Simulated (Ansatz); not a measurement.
# Li5Mg11: the cost of one run

Method: DFT PBE, scalar-relativistic, plane waves, PAW, in Ansatz 0.2.0.

## Step 1: The structure to begin with

The cell holds 16 atoms (Li5Mg11): a = 6.991 Å, b = 7.264 Å, c = 7.113 Å, α = 91.32°, β = 87.69°, γ = 87.57°.

It is the last frame of an earlier stage of the same melt, run at 500 K.

As a file:

```
Mg Li
1.0
     6.98742    0.15211    0.14328
     0.15211    7.26210   -0.08411
     0.14328   -0.08411    7.11090
Mg Li
11 5
Direct
  0.55013 0.75323 0.13441
  0.80143 0.46137 0.98660
  0.97556 0.69607 0.65143
  0.05742 0.29231 0.68753
  0.21292 0.87812 0.40501
  0.35053 0.49940 0.90160
  0.13119 0.18977 0.13810
  0.00414 0.77542 0.11883
  0.56710 0.77246 0.63398
  0.33945 0.46818 0.35580
  0.47016 0.13554 0.51651
  0.75701 0.03889 0.86672
  0.26087 0.96464 0.83575
  0.62858 0.38807 0.70379
  0.86699 0.00213 0.42941
  0.77551 0.46464 0.39075
```

## Step 2: Dynamics at 300 K

One k point, a Fermi-Dirac width of 0.050 eV and a fixed cell.

Input file input.yaml:

```yaml
crystal:
  lattice:
    - [6.987418, 0.152112, 0.143278]
    - [0.152112, 7.262099, -0.08411]
    - [0.143278, -0.08411, 7.110901]
  atoms:
    - { symbol: Mg, position: [0.55013462, 0.753225954, 0.1344105201] }
    - { symbol: Mg, position: [0.8014314168, 0.4613729794, 0.9865959559] }
    - { symbol: Mg, position: [0.9755624643, 0.696068869, 0.6514301664] }
    - { symbol: Mg, position: [0.0574182359, 0.2923079314, 0.6875287546] }
    - { symbol: Mg, position: [0.2129169013, 0.8781182015, 0.4050131134] }
    - { symbol: Mg, position: [0.3505288191, 0.4994004783, 0.9015950242] }
    - { symbol: Mg, position: [0.1311853869, 0.1897696648, 0.1380970107] }
    - { symbol: Mg, position: [0.0041394202, 0.7754154273, 0.1188294354] }
    - { symbol: Mg, position: [0.5671044094, 0.7724633591, 0.6339764815] }
    - { symbol: Mg, position: [0.3394484752, 0.4681843236, 0.35580259] }
    - { symbol: Mg, position: [0.4701569162, 0.1355358625, 0.5165144155] }
    - { symbol: Li, position: [0.757008951, 0.0388855425, 0.8667187585] }
    - { symbol: Li, position: [0.2608732736, 0.9646428231, 0.8357502954] }
    - { symbol: Li, position: [0.6285836762, 0.38806568, 0.703788509] }
    - { symbol: Li, position: [0.8669851472, 0.0021268481, 0.4294088673] }
    - { symbol: Li, position: [0.7755060664, 0.4646394227, 0.3907518822] }
  symmetry: { detect: false }
basis:
  ecutwfc: 420
kpoints:
  mp_grid: { grid: [1, 1, 1], shift: [0.25, 0.25, 0.25] }
hamiltonian:
  xc: pbe
scf:
  occupations: { method: fermi_dirac, width: 0.05 }
  lower_state_search: "off"
  convergence: { dr2_threshold: 1.0e-06 }
output:
  forces: true
  stress: true
md:
  timestep: 1.5
  n_steps: 250
  ensemble: nvt_langevin
  friction: 0.03
  temperature: 300.0
  initial_velocities: maxwell_boltzmann
  seed: 60273
```

Run with:

```sh
$ ansatz run input.yaml --threads 2 --pin off --max-ram 5120MiB --backend cpu --events-out ev --progress --plain --runs-dir out
```

Q: Estimate wall time and peak memory on 2 threads of Intel Xeon 6975P-C (Granite Rapids), shared host.

About 2.4 min, with a peak of 0.5 GiB.
